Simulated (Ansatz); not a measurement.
# AgRh under changes of volume

One of the cells (16.064 Å³/atom); the others are scaled copies at fixed shape and fractional positions:

```
Ag Rh
1.0
     2.77759    0.00000    0.00000
    -1.38879    2.40546    0.00000
     0.00000    0.00000    4.80860
Ag Rh
1 1
Direct
  0.00000 0.00000 0.50000
  0.66667 0.33333 0.00000
```

The cell comes from a database or a generator and needn't be the stable form of this composition.

* Program: Ansatz 0.2.0
* Functional: PBEsol
* Potentials or basis: all-electron LAPW, scalar-relativistic
* Cutoff: 263 eV (chosen from the basis error)
* Basis error allowed: 0.001 eV/atom
* k mesh: 11 × 11 × 6
* Occupations: fermi-dirac, width 0.05 eV
* Spin: no spin polarisation

```tsv
volume (Å³/atom)	energy over the lowest point (meV/atom)	pressure (GPa)
15.100	0.00	-0.9
15.421	5.75	-4.6
15.743	18.42	-7.8
16.064	37.11	-10.6
16.385	61.08	-13.1
16.707	89.60	-15.2
17.028	?	?
```

What does the run at 17.028 Å³/atom give?

Energy over the lowest point 122.07 meV/atom; pressure -17.0 GPa.

Worked out: A Birch-Murnaghan fit of order 3 (a polynomial in V^(-2/3)) to the other rows has its minimum at 15.02 Å³/atom, just outside them, with B0 = V·E''(V) = 192 GPa and B' = 5.5 at fixed shape and positions, which overstates the stiffness. It gives 122.00 meV/atom at 17.028 Å³/atom, against the run's 122.07, and -dE/dV = -17.1 GPa, against -17.0.

Energies are extrapolated to zero smearing.

The runs don't all hold the same shells in valence.
